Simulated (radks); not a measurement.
# Sr³⁺ in [Ar] 3d10 4s1.75 4p5 5s0.25: an all-electron calculation

What are the levels of the strontium ion Sr3+, how large are its shells, and how does its energy divide?

Method: scalar-relativistic Kohn-Sham, TASK exchange with Perdew-Wang LDA correlation, spin-polarised, spherical densities, finite nucleus; open shells are filled with parallel spins first. Code: radks (a radial shooting solver on a logarithmic mesh, Libxc functionals) version 1.

## 1. Starting point

```
element            : strontium (Z = 38)
charge             : +3
electrons          : 35
configuration      : [Ar] 3d10 4s1.75 4p5 5s0.25
nuclear rms radius : 4.224 fm
```

## 2. The calculation

Input:

```text
Z 38
configuration [Ar] 3d10 4s1.75 4p5 5s0.25 4d0 5p0 6s0 4f0
relativity scalar-relativistic
functional task,pw
spin polarised
nucleus finite rms 4.224 fm
c 137.035999084
```

What does the calculation give?

The runs gave:

```
                        quantity                   value
                    total energy     -3176.48990 hartree
exchange-correlation share of it                  3.26 %
                            −T/E                  1.0253
          highest occupied level       5s up, -20.525 eV
    most extended occupied level  5s up, <r> = 3.31 bohr
 radius at density 0.001 e/bohr³               3.39 bohr
    maxima of the radial density                       3
```

**Reading.** The radial density shows 3 maxima for 5 occupied principal shells; where shells overlap, one shows as a shoulder or not at all. −T/E is 1.025: with relativity the kinetic term as defined here no longer equals −E. This is not the tabulated ground configuration, so its levels and sizes aren't those of the ground state, and no measured value stands beside it.
